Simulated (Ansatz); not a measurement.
# C2H10AlNO: the cost of one run

Method: RKS PBE0-D4/6-31G*, in Ansatz 0.2.0.

## 1. The starting structure

Bond lengths: Al1–O2 2.177 Å, O2–C3 1.389 Å, Al1–C4 1.985 Å, Al1–N5 1.776 Å, C3–H8 1.098 Å, C3–H9 1.094 Å, C3–H10 1.098 Å, C4–H11 1.094 Å, C4–H12 1.092 Å, C4–H13 1.094 Å, N5–H14 1.013 Å, N5–H15 1.010 Å. Angles (14 of 19 angles, heavy atoms first): Al1–O2–C3 161.5°, O2–Al1–C4 114.4°, O2–Al1–N5 109.0°, C4–Al1–N5 131.3°, O2–C3–H8 110.5°, O2–C3–H9 110.2°, O2–C3–H10 110.4°, Al1–C4–H11 110.5°, Al1–C4–H12 111.8°, Al1–C4–H13 114.0°, Al1–N5–H14 122.1°, Al1–N5–H15 129.9°, H8–C3–H9 108.5°, H8–C3–H10 108.8°.

Coordinates:

```xyz
15

Al   -0.8447   -0.3708   -0.2104
O     0.8697    0.8178    0.4107
C     2.1013    1.4595    0.3984
C    -0.6176   -2.3281    0.0302
N    -1.8022    0.5637   -1.3790
H    -0.1101    0.7955    1.2382
H    -0.9960    0.5305    1.5718
H     2.6999    1.1590    1.2682
H     2.6538    1.1992   -0.5092
H     1.9656    2.5486    0.4217
H    -0.1020   -2.5411    0.9718
H    -1.5789   -2.8453    0.0699
H    -0.0385   -2.8093   -0.7638
H    -1.5654    1.5164   -1.6293
H    -2.6347    0.3043   -1.8892
```

## 2. A restrained relaxation towards end A

Springs on the bonds that form and break draw the guess towards this end; the thresholds are loose.

input.yaml

```yaml
crystal:
  periodic: [false, false, false]
  atoms:
    - { symbol: Al, position_ang: [-0.8447, -0.3708, -0.2104] }
    - { symbol: O, position_ang: [0.8697, 0.8178, 0.4107] }
    - { symbol: C, position_ang: [2.1013, 1.4595, 0.3984] }
    - { symbol: C, position_ang: [-0.6176, -2.3281, 0.0302] }
    - { symbol: "N", position_ang: [-1.8022, 0.5637, -1.379] }
    - { symbol: H, position_ang: [-0.1101, 0.7955, 1.2382] }
    - { symbol: H, position_ang: [-0.996, 0.5305, 1.5718] }
    - { symbol: H, position_ang: [2.6999, 1.159, 1.2682] }
    - { symbol: H, position_ang: [2.6538, 1.1992, -0.5092] }
    - { symbol: H, position_ang: [1.9656, 2.5486, 0.4217] }
    - { symbol: H, position_ang: [-0.102, -2.5411, 0.9718] }
    - { symbol: H, position_ang: [-1.5789, -2.8453, 0.0699] }
    - { symbol: H, position_ang: [-0.0385, -2.8093, -0.7638] }
    - { symbol: H, position_ang: [-1.5654, 1.5164, -1.6293] }
    - { symbol: H, position_ang: [-2.6347, 0.3043, -1.8892] }
basis:
  gaussian: { orbitals: "6-31G*" }
hamiltonian:
  xc: pbe0
  dispersion: d4
relax:
  f_tol: 0.15
  max_steps: 25
  restrain:
    - { distance: [0, 6], at: 2.82, k: 30.0 }
    - { distance: [5, 1], at: 2.27, k: 30.0 }
    - { distance: [0, 1], at: 1.87, k: 30.0 }
    - { distance: [5, 6], at: 0.62, k: 30.0 }
output:
  orbitals: {}
```

Command:

```sh
$ ansatz run input.yaml --threads 2 --pin off --max-ram 3072MiB --backend cpu --events-out ev --progress --plain --runs-dir out
```

**Question.** How long does this run take on 2 threads of Arm Neoverse V1, shared host, and how much memory does it need?

About 59 s, with a peak of 0.22 GiB.
